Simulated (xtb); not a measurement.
# GFN2-xTB run of CH7N3Si (SMILES NC1(N)N[SiH2]1)

Aim: an optimisation with harmonic vibrations of CH7N3Si. 

Program for the calculation: xtb 6.7.1.

16 further runs of the same task are left out: 16 set aside as unsound or not needed.

## (1) Starting point

CH7N3Si: 12 atoms, total charge 0, spin state singlet. SMILES: `NC1(N)N[SiH2]1`. The shape is that of a PBE0-D4/def2-TZVP optimisation. This is one conformer, not always the lowest. The run starts from this shape.

Bond lengths: N1–C2 1.435 Å, C2–N3 1.433 Å, C2–N4 1.493 Å, C2–Si5 1.846 Å, N4–Si5 1.735 Å, N1–H6 1.018 Å, N1–H7 1.013 Å, N3–H8 1.012 Å, N3–H9 1.018 Å, N4–H10 1.013 Å, Si5–H11 1.480 Å, Si5–H12 1.482 Å. Some angles: N1–C2–N3 114.3°, N1–C2–N4 112.3°, N1–C2–Si5 115.3°, N3–C2–N4 117.0°, N3–C2–Si5 125.2°, N4–C2–Si5 61.5°, C2–N4–Si5 69.3°, C2–Si5–N4 49.2°, C2–N1–H6 110.0°, C2–N1–H7 109.4°.

## (2) An optimisation with harmonic vibrations at GFN2-xTB

The input, .CHRG:

```
0
```

The input, .UHF:

```
0
```

The input, struc.xyz:

```xyz
12

N     -0.698000     1.342500    -0.217500
C      0.086900     0.193800     0.132500
N      1.188300     0.476900     1.004500
N      0.362400    -0.683200    -1.043700
Si    -0.791200    -1.425500     0.017800
H     -0.139900     1.989200    -0.771300
H     -0.967600     1.834500     0.625700
H      1.613600    -0.376400     1.344400
H      1.910000     0.982800     0.494400
H      0.087600    -0.290500    -1.935700
H     -2.237500    -1.426600    -0.294800
H     -0.338000    -2.672700     0.677600
```

The run is started by

```
$ xtb struc.xyz --ohess vtight --gfn 2 > xtb.out
```

What values should one expect? Wanted: total energy at the end; dipole moment; HOMO energy; LUMO energy; HOMO–LUMO gap; dispersion energy; mean polarisability; lowest harmonic wavenumber; highest harmonic wavenumber.

**Answer.** As computed:

Level: GFN2-xTB.

| quantity | value |
| --- | --- |
| total energy at the end | -16.15556 Eh |
| dipole moment | 0.34 D |
| HOMO energy | -9.26 eV |
| LUMO energy | -5.44 eV |
| HOMO–LUMO gap | 3.82 eV |
| dispersion energy | -18.93 kJ/mol |
| mean polarisability (D4 model) | 66.1 bohr³ |
| lowest harmonic wavenumber | 199 cm⁻¹ |
| highest harmonic wavenumber | 3432 cm⁻¹ |
| zero-point energy | 235.4 kJ/mol |

**Reading.** At the final geometry: Bond lengths: N1–C2 1.431 Å, C2–N3 1.434 Å, C2–N4 1.482 Å, C2–Si5 1.873 Å, N4–Si5 1.729 Å, N1–H6 1.019 Å, N1–H7 1.014 Å, N3–H8 1.013 Å, N3–H9 1.020 Å, N4–H10 1.009 Å, Si5–H11 1.450 Å, Si5–H12 1.452 Å. Some angles: N1–C2–N3 113.7°, N1–C2–N4 113.9°, N1–C2–Si5 115.6°, N3–C2–N4 115.3°, N3–C2–Si5 126.2°, N4–C2–Si5 60.7°, C2–N4–Si5 70.9°, C2–Si5–N4 48.4°, C2–N1–H6 110.6°, C2–N1–H7 109.4°. All 30 modes are real, so the shape is a minimum at this level.
